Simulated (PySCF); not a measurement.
# [Pb(HCN)]2+: other functionals and bases at one geometry

The task here is to estimate one member of a computed series from the others.

Program: PySCF 2.14.0. Level of theory: several levels, as the steps say, no spin–orbit coupling. These are calculated values, not measurements.

1 further run of the same task is left out (for a known fault of the program).

## The starting structure

4 atoms, charge 2, spin multiplicity 1.

Bond lengths: Pb1–N2 2.368 Å, N2–C3 1.154 Å, C3–H4 1.099 Å. Angles: Pb1–N2–C3 180.0°, N2–C3–H4 180.0°.

As a file:

| atom | x (Å) | y (Å) | z (Å) |
| --- | --- | --- | --- |
| Pb1 | 0.0000 | 0.0000 | -0.2672 |
| N2 | 0.0000 | 0.0000 | 2.1005 |
| C3 | 0.0000 | 0.0000 | 3.2540 |
| H4 | 0.0000 | 0.0000 | 4.3526 |

Formal oxidation states: Pb +2. An earlier session relaxed this geometry at PBE0, Pb def2-SVP with ECP60, N def2-SVP, C def2-SVP, H def2-SVP (singlet, point group C∞v).

At PBE0 on the finer grid: E = -285.420338 Eh, HOMO -21.45 eV, LUMO -14.29 eV, Mulliken charge on Pb1 +1.70 e, largest force component 0.009 eV/Å. 

Levels to run: PBE; M06-L; PBE0, TZVP. Hardware: 2 threads of Intel Xeon 6975P-C (Granite Rapids), shared host.

The first run:

The input, run.py (the lines that set the calculation):

```python
mol = gto.M(atom='''
Pb     0.00000     0.00000    -0.26717
N      0.00000     0.00000     2.10050
C      0.00000     0.00000     3.25401
H      0.00000     0.00000     4.35259''',
    basis={'Pb': 'def2-SVP', 'N': 'def2-SVP', 'C': 'def2-SVP', 'H': 'def2-SVP'},
    ecp={'Pb': 'def2-SVP'},
    charge=2, spin=0)
mf = dft.RKS(mol, xc='PBE')
mf.grids.atom_grid = (75, 302)
mf = mf.density_fit()  # fitting sets: Pb def2-universal-JKFIT, N def2-universal-JKFIT, C def2-universal-JKFIT, H def2-universal-JKFIT
mf.conv_tol = 1e-08; mf.max_cycle = 55
mf.kernel(dm0)  # dm0: the density of the relaxed state
```

Run with:

```bash
OMP_NUM_THREADS=2 python run.py
```

Among the steps run: PBE; M06-L; PBE0, TZVP.

One of the session's tables, all rows but one given; the rest of the session is left out.

```
              level  HOMO (eV)  gap (eV)  charge on Pb1 (e)  dipole (D)  largest force component (eV/Å)
PBE0 (relaxed here)     -21.45      7.17               1.70        6.10                            0.01
                PBE          ?         ?                  ?           ?                               ?
              M06-L     -20.22      5.61               1.72        6.02                            0.68
         PBE0, TZVP     -21.37      7.08               1.70        6.12                            0.84
```

Estimate the missing values for PBE.

As computed: HOMO (eV): -20.11; gap (eV): 4.95; charge on Pb1 (e): 1.65; dipole (D): 6.19; largest force component (eV/Å): 1.44. In the column «HOMO (eV)» it is the highest.

The dipole of a charged species depends on the origin, so these sizes hold for this origin alone.

In one basis the HOMO–LUMO gap runs from 4.95 eV (PBE) to 7.17 eV (PBE0). The largest leftover force, 1.44 eV/Å with PBE, stands at a geometry relaxed at another level. Total energies of different levels can't be compared.
